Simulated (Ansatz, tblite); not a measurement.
**The cluster Cd₉Te₈+: a ladder of methods and basis sets**

One table from this session's results is given with a row withheld; the runs are named, their logs left out.

The runs use Ansatz 0.2.0, Gaussian basis; as each input shows.

Levels to be run: GFN1-xTB, GFN2-xTB, PBE-D4/def2-SVP, r2SCAN-D4/def2-SVP, PBE-QIDH/def2-SVP, r2SCAN-D4/def2-mTZVP.

6 further runs of the same task are left out: 4 for a known fault of the program, 2 set aside as unsound or not needed.

### The geometry

The geometry is that of the doublet, from an earlier relaxation (PBE-D4/def2-SVP). At that level it is the lowest of the isomers that a small search found.

17 atoms, charge 1, spin multiplicity 2.

Bond lengths: Cd1–Te12 2.906 Å, Cd1–Te14 2.760 Å, Cd1–Te16 2.822 Å, Cd2–Cd8 2.947 Å, Cd3–Te15 3.224 Å, Cd4–Te10 2.911 Å, Cd4–Te12 2.859 Å, Cd4–Te16 2.792 Å, Cd5–Cd7 2.744 Å, Cd5–Te11 3.080 Å, Cd5–Te12 3.308 Å, Cd5–Te17 2.822 Å, Cd6–Te10 2.908 Å, Cd6–Te13 2.776 Å, Cd6–Te17 2.806 Å, Cd7–Te14 2.976 Å, Cd8–Te10 2.921 Å, Cd8–Te12 2.927 Å and more. Angles: Te12–Cd1–Te14 126.7°, Te12–Cd1–Te16 108.9°, Te14–Cd1–Te16 118.9°, Te10–Cd4–Te12 112.0°, Te10–Cd4–Te16 109.0°, Te12–Cd4–Te16 111.1°, Cd7–Cd5–Te11 79.5°, Cd7–Cd5–Te12 87.2°, Cd7–Cd5–Te17 160.6°, Te11–Cd5–Te12 101.7°, Te11–Cd5–Te17 113.2°, Te12–Cd5–Te17 103.5°, Te10–Cd6–Te13 116.8°, Te10–Cd6–Te17 109.0°, Te13–Cd6–Te17 132.5°, Cd5–Cd7–Te14 99.3°, Cd2–Cd8–Te10 109.8°, Cd2–Cd8–Te12 100.7° and more.

Cd, Te take a core potential in the def2 sets. No spin-orbit coupling is included. The ion is computed in the gas phase, without counter-ions or solvent.

PBE0-D4/def2-SVP was run before; its log isn't repeated, and its numbers join the tables.

The first run:

Tight binding, by tblite at 300 K electronic temperature and without a spin-polarisation term:

```python
tblite.interface.Calculator('GFN1-xTB', numbers, positions, charge=1, uhf=1).singlepoint()
```

Tight binding, by tblite at 300 K electronic temperature and without a spin-polarisation term:

```python
tblite.interface.Calculator('GFN2-xTB', numbers, positions, charge=1, uhf=1).singlepoint()
```

start.molden holds the orbitals of an earlier run on this state, given as this run's starting guess.

File in.yaml:

```yaml
crystal:
  periodic: [false, false, false]
  atoms:
    - {symbol: Cd, position_ang: [0.774833, -2.217767, 1.652594]}
    - {symbol: Cd, position_ang: [-5.811447, 0.193765, 0.654149]}
    - {symbol: Cd, position_ang: [4.822972, 1.019948, 0.131002]}
    - {symbol: Cd, position_ang: [-1.374002, -0.015916, 2.594524]}
    - {symbol: Cd, position_ang: [-0.828786, -1.603819, -1.950087]}
    - {symbol: Cd, position_ang: [-0.746167, 2.004638, -1.685687]}
    - {symbol: Cd, position_ang: [0.634480, -3.915772, -1.744914]}
    - {symbol: Cd, position_ang: [-2.981589, 0.192760, -0.169632]}
    - {symbol: Cd, position_ang: [1.205572, 1.254505, 1.172161]}
    - {symbol: Te, position_ang: [-1.592989, 2.448828, 1.060880]}
    - {symbol: Te, position_ang: [1.936414, -0.455594, -1.227721]}
    - {symbol: Te, position_ang: [-2.063030, -2.311293, 1.036020]}
    - {symbol: Te, position_ang: [1.843204, 2.764098, -2.336583]}
    - {symbol: Te, position_ang: [2.851402, -2.931085, -0.020343]}
    - {symbol: Te, position_ang: [2.719821, 3.463333, 0.188079]}
    - {symbol: Te, position_ang: [1.219950, -0.228135, 3.604248]}
    - {symbol: Te, position_ang: [-2.610628, 0.337525, -2.958679]}
basis:
  gaussian: {orbitals: def2-SVP, fitting: {mean_field: def2-universal-jkfit}, initial_orbitals: start.molden}
total_charge: 1
magnetization: {spin_polarized: true, initial_magnetization: 1}
hamiltonian: {xc: pbe, dispersion: d4}
scf: {omitted_lower_state_checks: [starts]}
output: {forces: true, orbitals: {seedname: orbitals}}
```

Run with:

```bash
$ ansatz run in.yaml --threads 2 --pin off --events-out ev --progress --plain --max-ram 32768MiB --backend cuda --devices 0, --max-vram 18GiB
```

Among the steps run: PBE-D4/def2-SVP; r2SCAN-D4/def2-SVP; PBE-QIDH/def2-SVP; r2SCAN-D4/def2-mTZVP.

One table of the session follows, with a row left open; its other results are not shown here.

```
               level  HOMO (eV)  LUMO (eV)  gap (eV)
     PBE-D4/def2-SVP          ?          ?         ?
  r2SCAN-D4/def2-SVP      -7.80      -7.06      0.74
r2SCAN-D4/def2-mTZVP      -7.74      -7.00      0.74
    PBE0-D4/def2-SVP      -8.26      -6.54      1.72
```

Estimate the missing values for PBE-D4/def2-SVP.

As computed: HOMO (eV): -7.50; LUMO (eV): -7.13; gap (eV): 0.38. In the column «HOMO (eV)» it is the highest.
